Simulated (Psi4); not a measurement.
**InSiNH6 (SMILES N[SiH2][InH2]): a chain of runs**

We compute a structure relaxation (singlet InSiNH6, wB97X-D/def2-SVPD), then a single-point energy (doublet [InSiNH6]+, U-wB97X-D/def2-SVPD), then a geometry optimisation (doublet [InSiNH6]+, U-wB97X-D/def2-SVPD), then a single-point energy (doublet [InSiNH6]−, U-wB97X-D/def2-SVPD) of H6InNSi. 

Program for the calculation: Psi4 1.11.

## (1) The structure to begin with

InSiNH6 has 9 atoms, charge 0, and is taken as a singlet. SMILES: `N[SiH2][InH2]`. Geometry: relaxed at PBE0-D4/def2-TZVP. This is one conformer, not always the lowest. The run starts from this shape.

Bond lengths: N1–Si2 1.729 Å, Si2–In3 2.572 Å, N1–H4 1.007 Å, N1–H5 1.008 Å, Si2–H6 1.491 Å, Si2–H7 1.501 Å, In3–H8 1.735 Å, In3–H9 1.730 Å. Some angles: N1–Si2–In3 109.0°, N1–Si2–H6 107.5°, N1–Si2–H7 115.0°, In3–Si2–H6 111.6°, In3–Si2–H7 108.8°, Si2–N1–H4 119.3°, Si2–N1–H5 120.1°, Si2–In3–H8 120.6°, Si2–In3–H9 122.7°, H6–Si2–H7 104.9°.

## (2) A structure relaxation at wB97X-D/def2-SVPD (density fitting, core potential) (run 1)

calc.in reads:

```
memory 1600 MB

molecule mol {
  0 1
  N     -0.891500     0.591400    -1.336400
  Si     0.373800     0.744000    -0.168700
  In     0.267200    -1.255400     1.446100
  H     -1.095600    -0.314200    -1.726600
  H     -1.035700     1.316000    -2.022500
  H      0.170000     2.036500     0.545200
  H      1.758900     0.832100    -0.740700
  H     -0.551200    -2.716800     0.991900
  H      1.004100    -1.233700     3.011600
  symmetry c1
}


e_tot, wfn = optimize('wb97x-d/def2-SVPD', return_wfn=True)
```

Started as:

```console
$ psi4 calc.in calc.out -n 1
```

calc.out:

```text
[...]
    !!!  WARNING: ECP capability is in beta. Please check occupations closely.  !!!
[...]
  Running in c1 symmetry.
[...]
  Nuclear repulsion =  171.526686821222199
[...]
  Multiplicity = 1
[...]
  Nalpha       = 24
  Nbeta        = 24
[...]
    Number of basis functions: 124
[...]
   @DF-RKS iter   1:  -537.69331777021932   -1.07127e+00   5.13641e-03 DIIS/ADIIS
[...]
    !!!  WARNING: ECP capability is in beta. Please check occupations closely.  !!!
[...]
   @DF-RKS iter   8:  -537.89876113102321   -1.50067e-11   5.13267e-09 DIIS
[...]
  @DF-RKS Final Energy:  -537.89876113102321
   => Energetics <=
    Nuclear Repulsion Energy =            170.7883858569537665
    One-Electron Energy =               -1154.1886415616463637
    Two-Electron Energy =                 478.2927011560007031
    DFT Exchange-Correlation Energy =     -32.7884835783841453
    Empirical Dispersion Energy =          -0.0027230039472096
    VV10 Nonlocal Energy =                  0.0000000000000000
    Total Energy =                       -537.8987611310232069
[...]
 Multipole Moments:
 ------------------------------------------------------------------------------------
     Multipole            Electronic (a.u.)      Nuclear  (a.u.)        Total (a.u.)
 ------------------------------------------------------------------------------------
 L = 1.  Multiply by 2.5417464519 to convert [e a0] to [Debye]
 Dipole X            :          6.5396339           -6.6903484           -0.1507145
 Dipole Y            :        -41.8515167           41.8830652            0.0315486
 Dipole Z            :         43.7053346          -44.1665954           -0.4612608
 Magnitude           :                                                    0.4862835
[...]
  -Total Gradient:
     Atom            X                  Y                   Z
    ------   -----------------  -----------------  -----------------
       1        0.000131518793    -0.000092064810     0.000112300203
       2       -0.000078353274    -0.000081035122     0.000092150742
       3       -0.000021283035    -0.000130494231     0.000189171506
       4       -0.000026956911    -0.000060320693     0.000038459349
       5       -0.000077133669    -0.000018475840     0.000092389114
       6        0.000071137296    -0.000086595430     0.000099809832
       7        0.000006882519    -0.000119952177     0.000140001913
       8       -0.000089091089    -0.000056811844    -0.000000392747
       9       -0.000096759576    -0.000143850290     0.000072217975
[...]
    Final optimized geometry and variables:
    Molecular point group: c1
    Full point group: C1
    Geometry (in Angstrom), charge = 0, multiplicity = 1:
    N           -1.019753084273     1.279898327684    -2.260039790512
    SI           0.197239045929     1.471609326804    -1.027943488025
    IN           0.084472821907    -0.550861066695     0.570870576579
    H           -1.341951390795     0.367980291892    -2.549873580877
    H           -1.206441882756     1.987276271761    -2.957383273999
    H           -0.056633496357     2.755162517996    -0.304466727813
    H            1.592806658898     1.603272411811    -1.568704863165
    H           -0.816882401747    -1.971070448476     0.126073184859
    H            0.891718293841    -0.572793871493     2.105604757329
    Psi4 run time: 0:02:51.09
[...]
```

On the terminal:

```text
Optimizer: Optimization complete!
```

Wall time 2.9 min (1 thread of AMD EPYC 7R43 (Zen 3), shared host); peak memory 1.1 GiB.

Steps, from the record of the run:

| step | energy from the first frame kept (eV) | largest force (eV/Å) |
| --- | --- | --- |
| 0 | 0.0000 | 0.4981 |
| 1 | -0.0087 | 0.0912 |
| 2 | -0.0037 | 0.2622 |
| 3 | -0.0100 | 0.0659 |
| 4 | -0.0104 | 0.0705 |
| 5 | -0.0110 | 0.0230 |
| 6 | -0.0113 | 0.0251 |
| 7 | -0.0114 | 0.0233 |
| 8 | -0.0114 | 0.0119 |

After the run. Bond lengths: N1–Si2 1.742 Å, Si2–In3 2.581 Å, N1–H4 1.010 Å, N1–H5 1.011 Å, Si2–H6 1.495 Å, Si2–H7 1.502 Å, In3–H8 1.740 Å, In3–H9 1.734 Å. Some angles: N1–Si2–In3 108.7°, N1–Si2–H6 108.5°, N1–Si2–H7 113.8°, In3–Si2–H6 111.4°, In3–Si2–H7 109.4°, Si2–N1–H4 121.7°, Si2–N1–H5 122.7°, Si2–In3–H8 120.3°, Si2–In3–H9 122.5°, H6–Si2–H7 104.9°.

## (3) The doublet cation: the energy at U-wB97X-D/def2-SVPD (density fitting, core potential) (run 2)

input.inp reads:

```
memory 1600 MB

molecule {
  1 2
  N     -1.59152734     1.08212521    -2.61474790
  Si     0.70825423     1.44440649    -0.28642390
  In     0.49515738    -2.37750790     2.73489669
  H     -2.20039521    -0.64115006    -3.16245478
  H     -1.94431842     2.41887590    -3.93253707
  H      0.22850379     3.86997013     1.08074949
  H      3.34549365     1.69321350    -1.30831409
  H     -1.20815860    -5.06131584     1.89435217
  H      2.02062934    -2.41895526     5.63512362
  units au
  symmetry c1
}

set {
  basis def2-SVPD
  reference uks
}

energy('wb97x-d')
```

Started as:

```console
$ psi4 -n 1 input.inp input.out
```

input.out:

```text
[...]
    !!!  WARNING: ECP capability is in beta. Please check occupations closely.  !!!
[...]
  Running in c1 symmetry.
[...]
  Nuclear repulsion =  170.788401984874071
[...]
  Multiplicity = 2
[...]
  Nalpha       = 24
  Nbeta        = 23
[...]
    Number of basis functions: 124
[...]
   @DF-UKS iter   1:  -537.44160843248630   -8.53051e-01   3.77257e-03 ADIIS/DIIS
[...]
   @DF-UKS iter  12:  -537.56720485039557   -5.02329e-07   7.64105e-07 DIIS
[...]
   @S^2 Observed:                7.580859270E-01
[...]
    Orbital Energies [Eh]
    ---------------------
    Alpha Occupied:
       1A    -66.502107     2A    -14.661537     3A     -5.630392
       4A     -4.996450     5A     -3.981674     6A     -3.977570
       7A     -3.975894     8A     -3.401514     9A     -3.395895
      10A     -3.388058    11A     -1.159150    12A     -1.075268
      13A     -1.071085    14A     -1.067297    15A     -1.064046
      16A     -1.063578    17A     -0.849154    18A     -0.795537
      19A     -0.716738    20A     -0.693076    21A     -0.644711
      22A     -0.570150    23A     -0.556971    24A     -0.554482
    Alpha Virtual:
      25A     -0.196804    26A     -0.129925    27A     -0.120008
[...]
  @DF-UKS Final Energy:  -537.56720485039557
   => Energetics <=
    Nuclear Repulsion Energy =            170.7884019848740706
    One-Electron Energy =               -1143.8249123514974599
    Two-Electron Energy =                 468.1047198064408121
    DFT Exchange-Correlation Energy =     -32.6326912858066009
    Empirical Dispersion Energy =          -0.0027230044063930
    VV10 Nonlocal Energy =                  0.0000000000000000
    Total Energy =                       -537.5672048503955693
[...]
 Multipole Moments:
 ------------------------------------------------------------------------------------
     Multipole            Electronic (a.u.)      Nuclear  (a.u.)        Total (a.u.)
 ------------------------------------------------------------------------------------
 L = 1.  Multiply by 2.5417464519 to convert [e a0] to [Debye]
 Dipole X            :          6.5097675           -6.6903565           -0.1805890
 Dipole Y            :        -40.8973378           41.8830554            0.9857175
 Dipole Z            :         42.6308390          -44.1665915           -1.5357525
 Magnitude           :                                                    1.8337904
[...]
```

Wall time 29 s (1 thread of AMD EPYC 7R43 (Zen 3), shared host); peak memory 1 GiB.

## (4) The doublet cation: a structure relaxation at U-wB97X-D/def2-SVPD (density fitting, core potential) (run 3)

calc.py reads:

```python
import psi4

psi4.set_memory('1600 MB')
psi4.set_num_threads(1)
psi4.core.set_output_file('output.dat', False)

molecule = psi4.geometry("""
1 2
N     -0.842200     0.572636    -1.383665
Si     0.374792     0.764347    -0.151569
In     0.262026    -1.258123     1.447245
H     -1.164399    -0.339282    -1.673499
H     -1.028889     1.280014    -2.081009
H      0.120919     2.047900     0.571908
H      1.770359     0.896010    -0.692330
H     -0.639330    -2.678333     1.002448
H      1.069271    -1.280056     2.981979
symmetry c1
""")

psi4.set_options(dict(reference='uks', geom_maxiter=50))

e, wfn = psi4.optimize('wb97x-d/def2-SVPD', return_wfn=True)
print(f'wb97x-d/def2-SVPD energy: {e:.10f} Eh')
print(molecule.to_string(dtype='xyz', units='Angstrom'))
for k, v in sorted(psi4.core.scalar_variables().items()):
    print(f'{k:45s} {v:18.10f}')
```

Started as:

```console
$ python calc.py
```

output.dat, shortened:

```text
[...]
    !!!  WARNING: ECP capability is in beta. Please check occupations closely.  !!!
[...]
  Running in c1 symmetry.
[...]
  Nuclear repulsion =  170.788401875595781
[...]
  Multiplicity = 2
[...]
  Nalpha       = 24
  Nbeta        = 23
[...]
    Number of basis functions: 124
[...]
   @DF-UKS iter   1:  -537.43964068425964   -8.34117e-01   3.81948e-03 DIIS/ADIIS
[...]
    !!!  WARNING: ECP capability is in beta. Please check occupations closely.  !!!
[...]
   @DF-UKS iter   9:  -537.61349719210284   -3.08091e-11   7.13729e-09 DIIS
[...]
   @S^2 Observed:                7.544460411E-01
[...]
  @DF-UKS Final Energy:  -537.61349719210284
   => Energetics <=
    Nuclear Repulsion Energy =            162.1205872626268274
    One-Electron Energy =               -1127.1019706485942606
    Two-Electron Energy =                 460.0105334468699994
    DFT Exchange-Correlation Energy =     -32.6400786436784429
    Empirical Dispersion Energy =          -0.0025686093270232
    VV10 Nonlocal Energy =                  0.0000000000000000
    Total Energy =                       -537.6134971921028409
[...]
 Multipole Moments:
[...]
  -Total Gradient:
     Atom            X                  Y                   Z
    ------   -----------------  -----------------  -----------------
       1        0.000034673706     0.000018108063    -0.000104062632
       2       -0.000004685397     0.000138853975    -0.000061996176
       3       -0.000044939446     0.000125064581     0.000038269185
       4       -0.000122897288     0.000089731821    -0.000091980658
       5       -0.000082709028     0.000119997407    -0.000079212615
       6        0.000053347763     0.000158085417    -0.000137299708
       7       -0.000007565210     0.000188692771    -0.000174761529
       8        0.000050947439     0.000167014950    -0.000087120540
       9        0.000033486947     0.000242813951    -0.000115245783
[...]
    Final optimized geometry and variables:
    Molecular point group: c1
[...]
```

Run time: 8.5 min. Hardware: 1 thread of AMD EPYC 7R43 (Zen 3), shared host; peak memory 1.1 GiB.

Steps, from the record of the run:

| step | energy from the first frame kept (eV) | largest force (eV/Å) |
| --- | --- | --- |
| 0 | 0.0000 | 2.5778 |
| 1 | -0.4552 | 1.8337 |
| 2 | -0.9089 | 0.7525 |
| 3 | -1.0638 | 0.2966 |
| 4 | -1.1134 | 0.5574 |
| 5 | -1.1976 | 0.4211 |
| 6 | -1.2345 | 0.2151 |
| 7 | -1.2508 | 0.1365 |
| 8 | -1.2550 | 0.1048 |
| 9 | -1.2588 | 0.0384 |
| 10 | -1.2598 | 0.0308 |
| 11 | -1.2599 | 0.0279 |
| 12 | -1.2597 | 0.0170 |
| 13 | -1.2597 | 0.0132 |
| 14 | -1.2597 | 0.0139 |

After the run. Bond lengths: N1–Si2 1.695 Å, Si2–In3 2.950 Å, N1–H4 1.014 Å, N1–H5 1.014 Å, Si2–H6 1.479 Å, Si2–H7 1.482 Å, In3–H8 1.689 Å, In3–H9 1.692 Å. Some angles: N1–Si2–In3 110.5°, N1–Si2–H6 113.1°, N1–Si2–H7 113.2°, In3–Si2–H6 100.8°, In3–Si2–H7 98.0°, Si2–N1–H4 123.8°, Si2–N1–H5 123.5°, Si2–In3–H8 105.8°, Si2–In3–H9 100.6°, H6–Si2–H7 119.0°.

## (5) The doublet anion: the energy at U-wB97X-D/def2-SVPD (density fitting, core potential) (run 4)

calc.py reads:

```python
import psi4

psi4.set_memory(1600000000)
psi4.set_num_threads(1)
psi4.set_output_file('psi4.out', False)

mol = psi4.geometry("""
-1 2
N     -0.842200     0.572636    -1.383665
Si     0.374792     0.764347    -0.151569
In     0.262026    -1.258123     1.447245
H     -1.164399    -0.339282    -1.673499
H     -1.028889     1.280014    -2.081009
H      0.120919     2.047900     0.571908
H      1.770359     0.896010    -0.692330
H     -0.639330    -2.678333     1.002448
H      1.069271    -1.280056     2.981979
symmetry c1
""")

psi4.set_options({
    'reference': 'uks',
})

result = psi4.energy('wb97x-d/def2-SVPD', molecule=mol)
print(f'total energy {result:.8f} hartree = {result * 27.211386:.5f} eV')
for k, v in sorted(psi4.core.scalar_variables().items()):
    print(f'{k:45s} {v:18.10f}')
```

Started as:

```console
$ python calc.py
```

psi4.out:

```text
[...]
    !!!  WARNING: ECP capability is in beta. Please check occupations closely.  !!!
[...]
  Running in c1 symmetry.
[...]
  Nuclear repulsion =  170.788401875595781
[...]
  Multiplicity = 2
[...]
  Nalpha       = 25
  Nbeta        = 24
[...]
    Number of basis functions: 124
[...]
   @DF-UKS iter   1:  -537.59989861146357   -9.94375e-01   5.70626e-03 ADIIS/DIIS
[...]
   @DF-UKS iter   9:  -537.90832294804056   -4.86552e-07   9.40380e-07 DIIS
[...]
   @S^2 Observed:                7.518038297E-01
[...]
    Orbital Energies [Eh]
    ---------------------
    Alpha Occupied:
       1A    -66.110872     2A    -14.286614     3A     -5.237311
       4A     -4.566101     5A     -3.586364     6A     -3.584971
       7A     -3.584439     8A     -2.966907     9A     -2.963796
      10A     -2.963350    11A     -0.792452    12A     -0.641008
      13A     -0.639882    14A     -0.637706    15A     -0.635620
      16A     -0.634822    17A     -0.468720    18A     -0.438880
      19A     -0.334687    20A     -0.306189    21A     -0.279769
      22A     -0.197057    23A     -0.175143    24A     -0.145983
      25A     -0.005293
    Alpha Virtual:
[...]
  @DF-UKS Final Energy:  -537.90832294804056
   => Energetics <=
    Nuclear Repulsion Energy =            170.7884018755957811
    One-Electron Energy =               -1162.9246259696030847
    Two-Electron Energy =                 487.0834540191265774
    DFT Exchange-Correlation Energy =     -32.8528298687551654
    Empirical Dispersion Energy =          -0.0027230044047265
    VV10 Nonlocal Energy =                  0.0000000000000000
    Total Energy =                       -537.9083229480405635
[...]
 Multipole Moments:
 ------------------------------------------------------------------------------------
     Multipole            Electronic (a.u.)      Nuclear  (a.u.)        Total (a.u.)
 ------------------------------------------------------------------------------------
 L = 1.  Multiply by 2.5417464519 to convert [e a0] to [Debye]
 Dipole X            :          6.4068711           -6.6903565           -0.2834854
 Dipole Y            :        -41.3935618           41.8830554            0.4894936
 Dipole Z            :         43.1963886          -44.1665914           -0.9702028
 Magnitude           :                                                    1.1230590
[...]
```

Standard output:

```text
total energy -537.90832295 hartree = -14637.23101 eV
CURRENT ENERGY                                   -537.9083229480
CURRENT REFERENCE ENERGY                         -537.9083229480
DD SOLVATION ENERGY                                 0.0000000000
DFT FUNCTIONAL TOTAL ENERGY                      -537.9055999436
DFT TOTAL ENERGY                                 -537.9083229480
DFT VV10 ENERGY                                     0.0000000000
DFT XC ENERGY                                     -32.8528298688
DISPERSION CORRECTION ENERGY                       -0.0027230044
GRID ELECTRONS ALPHA                               25.0000013150
GRID ELECTRONS BETA                                23.9999966690
GRID ELECTRONS TOTAL                               48.9999979840
NUCLEAR REPULSION ENERGY                          170.7884018756
ONE-ELECTRON ENERGY                             -1162.9246259696
PCM POLARIZATION ENERGY                             0.0000000000
PE ENERGY                                           0.0000000000
SCF ITERATION ENERGY                             -537.9083229480
SCF ITERATIONS                                      9.0000000000
SCF TOTAL ENERGY                                 -537.9083229480
TWO-ELECTRON ENERGY                               487.0834540191
WB97X-D DISPERSION CORRECTION ENERGY               -0.0027230044
XC GRID RADIAL POINTS                              75.0000000000
XC GRID SPHERICAL POINTS                          302.0000000000
XC GRID TOTAL POINTS                           196122.0000000000
```

Run time: 26 s. Hardware: 1 thread of AMD EPYC 7R43 (Zen 3), shared host; peak memory 1 GiB.

## (6) Results

| quantity | value |
| --- | --- |
| run 1, wB97X-D/def2-SVPD: total energy at the end | -537.89876 Eh |
| run 1, wB97X-D/def2-SVPD: dipole moment | 1.24 D |
| run 1, wB97X-D/def2-SVPD: HOMO energy | -8.78 eV |
| run 1, wB97X-D/def2-SVPD: LUMO energy | -0.39 eV |
| run 1, wB97X-D/def2-SVPD: HOMO–LUMO gap | 8.39 eV |
| run 1, wB97X-D/def2-SVPD: dispersion energy | -7.15 kJ/mol |
| doublet cation, run 2: total energy | -537.56720 Eh |
| doublet cation, run 2: HOMO energy (highest over α and β) | -14.42 eV |
| doublet cation, run 2: LUMO energy (lowest over α and β) | -9.28 eV |
| doublet cation, run 2: dispersion energy | -7.15 kJ/mol |
| doublet cation, run 2: ⟨S²⟩ | 0.758 |
| doublet cation, run 3: total energy at the end | -537.61350 Eh |
| doublet cation, run 3: HOMO energy (highest over α and β) | -12.87 eV |
| doublet cation, run 3: LUMO energy (lowest over α and β) | -6.96 eV |
| doublet cation, run 3: dispersion energy | -6.74 kJ/mol |
| doublet cation, run 3: ⟨S²⟩ | 0.754 |
| doublet anion: total energy | -537.90832 Eh |
| doublet anion: HOMO energy (highest over α and β) | -0.14 eV |
| doublet anion: LUMO energy (lowest over α and β) | 4.48 eV |
| doublet anion: dispersion energy | -7.15 kJ/mol |
| doublet anion: ⟨S²⟩ | 0.752 |
| adiabatic ionisation energy (to the doublet cation, no zero-point term) | 7.762 eV |

**Reading.** The adiabatic ionisation energy (to the doublet cation, no zero-point term) is 7.76 eV (179 kcal/mol). The optimisation (run 1, wB97X-D/def2-SVPD) took 9 steps and changed the energy by -0.011 eV. The optimisation (doublet cation, run 3) took 15 steps and changed the energy by -1.260 eV.
